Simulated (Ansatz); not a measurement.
# AlRuC4N4: the cost of one run

Computed with Ansatz 0.2.0 (DFT PBE, scalar-relativistic, plane waves, PAW, unless a step's input says otherwise).

**1. The system as given**

The structure is cubic, space group P-43m (No. 215). The conventional cell has a = 5.806 Å, b = 5.806 Å, c = 5.806 Å, α = 90.00°, β = 90.00°, γ = 90.00°. Al (site symmetry -43m) has 4 N at 1.96 Å in its first shell of neighbours. Around Ru (site symmetry -43m) lie 4 C at 1.90 Å. Around C (site symmetry 3m) lie 1 N at 1.17 Å and 1 Ru at 1.90 Å. N (site symmetry 3m) has 1 C at 1.17 Å and 1 Al at 1.96 Å in its first shell of neighbours.

Coordinates:

```xyz
10
Lattice="5.8064 0.0000 0.0000 0.0000 5.8064 0.0000 0.0000 0.0000 5.8064" Properties=species:S:1:pos:R:3 pbc="T T T"
Al    2.9032    2.9032    2.9032
Ru    0.0000    0.0000    0.0000
C     1.0947    1.0947    1.0947
C     1.0947    4.7118    4.7118
C     4.7118    1.0947    4.7118
C     4.7118    4.7118    1.0947
N     1.7702    1.7702    1.7702
N     1.7702    4.0363    4.0363
N     4.0363    1.7702    4.0363
N     4.0363    4.0363    1.7702
```

The cell is invented: two interpenetrating cyanide-bridged diamond nets (P-43m, No. 215). Lengths come from tabulated atomic sizes and are only a guess.

**2. The guess as it stands, on a coarse mesh**

Input file input.yaml:

```yaml
crystal:
  lattice:
    - [5.80641166, 0.0, 0.0]
    - [0.0, 5.80641166, 0.0]
    - [0.0, 0.0, 5.80641166]
  atoms:
    - { symbol: Al, position: [0.5, 0.5, 0.5] }
    - { symbol: Ru, position: [0.0, 0.0, 0.0], spin: 1.0 }
    - { symbol: C, position: [0.18852541, 0.18852541, 0.18852541] }
    - { symbol: C, position: [0.18852541, 0.81147459, 0.81147459] }
    - { symbol: C, position: [0.81147459, 0.18852541, 0.81147459] }
    - { symbol: C, position: [0.81147459, 0.81147459, 0.18852541] }
    - { symbol: "N", position: [0.30486228, 0.30486228, 0.30486228] }
    - { symbol: "N", position: [0.30486228, 0.69513772, 0.69513772] }
    - { symbol: "N", position: [0.69513772, 0.30486228, 0.69513772] }
    - { symbol: "N", position: [0.69513772, 0.69513772, 0.30486228] }
basis:
  ecutwfc: 420
kpoints:
  mp_grid: { grid: [4, 4, 4] }
hamiltonian:
  xc: pbe
scf:
  occupations: { method: gaussian, width: 0.1 }
  lower_state_search: "off"
output:
  forces: true
  stress: true
  eigenvalues: true
  populations: true
magnetization:
  spin_polarized: true
```

The run is started by

```sh
> ansatz run input.yaml --threads 1 --pin off --max-ram 2560MiB --backend cpu --events-out ev --progress --plain --runs-dir out
```

What time and memory should one allow on 1 thread of Intel Xeon at 2.50GHz (Skylake/Cascade Lake), shared host?

About 39 s, with a peak of 0.46 GiB.
